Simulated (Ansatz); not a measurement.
# OY: the cost of one run

The runs use Ansatz 0.2.0, Gaussian basis; the settings change from run to run.

## Step 1: The geometry

The structure was relaxed beforehand with PBE0-D4 in a triple-zeta def2 set. Y takes a core potential in def2 sets; no spin-orbit term is included.

2 atoms, charge 0, spin multiplicity 2.

Atoms are counted from 1 here; the program's logs count them from 0.

Bond lengths: O1–Y2 1.786 Å.

As a file:

| atom | x (Å) | y (Å) | z (Å) |
| --- | --- | --- | --- |
| O1 | 0.7618 | -0.2537 | 0.3906 |
| Y2 | -0.7618 | 0.2537 | -0.3906 |

## Step 2: B2GP-PLYP/cc-pVTZ-DK

This run has coordinates scaled by 1.25, a point charge of 2.00 e beside it, the search for lower states set to light.

Input file in.yaml:

```yaml
crystal:
  periodic: [false, false, false]
  atoms:
    - {symbol: O, position_ang: [0.952224, -0.317085, 0.488226]}
    - {symbol: Y, position_ang: [-0.952224, 0.317085, -0.488226]}
basis:
  gaussian: {orbitals: cc-pVTZ-DK, point_charges: [{charge: 2.00, position_ang: [5.222, -0.682, -0.141]}]}
magnetization: {spin_polarized: true, initial_magnetization: 1}
hamiltonian: {xc: {name: B2GP-PLYP}}
scf: {lower_state_search: light}
```

The run is started by

```console
> ansatz run in.yaml --threads 2 --pin off --events-out ev --progress --plain --max-ram 32768MiB --backend cpu
```

Q: Estimate wall time and peak memory on 2 threads of AMD EPYC 7R13, shared host.

About 11 s, with a peak of 0.37 GiB.
